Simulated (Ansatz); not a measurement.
# GaBPH (singlet): the correlation ladder at a displaced geometry (v1), cc-pVDZ

Aim: climb from Hartree-Fock through coupled cluster and multireference methods for GaBPH (singlet) at one geometry and basis, and see what each rung misses.

Method: cc-pVDZ, core rule «outside noble gas», up to 20 orbitals frozen; program: Ansatz 0.2.0, Gaussian basis.

The runs, in order: UHF; CCSD(T) on RHF; CCSD(T) on UHF; BCCD(T) on RHF; CISD; CCSDT(Q) on RHF; CCSDT(Q) on UHF; CASSCF and MRCISD+Q, 8 electrons in 8 orbitals; CASSCF and NEVPT2, 8 electrons in 8 orbitals.

20 further runs of the same task are left out: 1 for a known fault of the program, 7 that didn't finish, 12 set aside as unsound or not needed.

### 1 What is computed

The geometry is a PBE0/def2-TZVP stationary point (not a proven minimum) with its atoms shifted at random (size 0.040 Å). No spin-orbit coupling is included. The filled d shell of Ga may be among the frozen orbitals whatever the setting's name suggests; the logs give the count.

4 atoms, charge 0, spin multiplicity 1.

Atoms are counted from 1 here; the program's logs count them from 0.

Bond lengths: B1–P2 1.888 Å, P2–Ga3 2.494 Å, P2–H4 1.489 Å. Angles: B1–P2–Ga3 105.4°, B1–P2–H4 82.1°, Ga3–P2–H4 89.6°.

Geometry (Å):

```xyz
4
charge 0, multiplicity 1
B    -0.01724   -1.19125    2.29669
P     0.03882    0.48406    1.42737
Ga    0.00626   -0.03503   -1.01148
H    -1.44131    0.32479    1.47113
```

### 2 UHF

in.yaml

```yaml
crystal:
  periodic: [false, false, false]
  atoms:
    - {symbol: B, position_ang: [-0.017236, -1.191248, 2.296692]}
    - {symbol: P, position_ang: [0.038820, 0.484062, 1.427371]}
    - {symbol: Ga, position_ang: [0.006263, -0.035025, -1.011480]}
    - {symbol: H, position_ang: [-1.441314, 0.324792, 1.471132]}
basis:
  gaussian: {orbitals: cc-pVDZ}
magnetization: {spin_polarized: true, initial_magnetization: 0}
hamiltonian: {xc: hf}
output: {orbitals: {seedname: orbitals}}
```

On the command line:

```bash
$ ansatz run in.yaml --threads 1 --pin off --events-out ev --progress --plain --max-ram 2393MiB
```

The runs that follow: CCSD(T) on RHF; CCSD(T) on UHF; BCCD(T) on RHF; CISD; CCSDT(Q) on RHF; CCSDT(Q) on UHF; CASSCF and MRCISD+Q, 8 electrons in 8 orbitals; CASSCF and NEVPT2, 8 electrons in 8 orbitals.

**Question.** What will the summary of the whole plan be? Wanted: RCCSDT(Q) below the RHF energy; RMP2 from RCCSDT(Q); UMP2 from RCCSDT(Q); RCCSD from RCCSDT(Q); RCCSD(T) from RCCSDT(Q); UCCSD(T) from RCCSDT(Q); UCCSDT(Q) from RCCSDT(Q); NEVPT2 frontier from RCCSDT(Q); MRCISD+Q frontier from RCCSDT(Q).

The runs gave:

| quantity | value |
| --- | --- |
| RCCSDT(Q) below the RHF energy | -7.7384 eV |
| RMP2 from RCCSDT(Q) | +1638.3 meV |
| UMP2 from RCCSDT(Q) | +1816.1 meV |
| RCCSD from RCCSDT(Q) | +397.1 meV |
| RCCSD(T) from RCCSDT(Q) | +72.8 meV |
| UCCSD(T) from RCCSDT(Q) | +82.2 meV |
| UCCSDT(Q) from RCCSDT(Q) | -0.2 meV |
| NEVPT2 frontier from RCCSDT(Q) | +1392.1 meV |
| MRCISD+Q frontier from RCCSDT(Q) | +94.4 meV |
| levels within 1 kcal/mol (43 meV) | RCCSDT, UCCSDT, UCCSDT(Q) |
| T1 diagnostic | 0.026 |

In words: RCCSD(T) lands +72.8 meV from the yardstick (0.9 % of the correlation energy). Of the multireference levels listed MRCISD+Q frontier comes nearest in total energy (+94.4 meV), which doesn't show that its space is the better one. These misses are within one basis, not against nature.
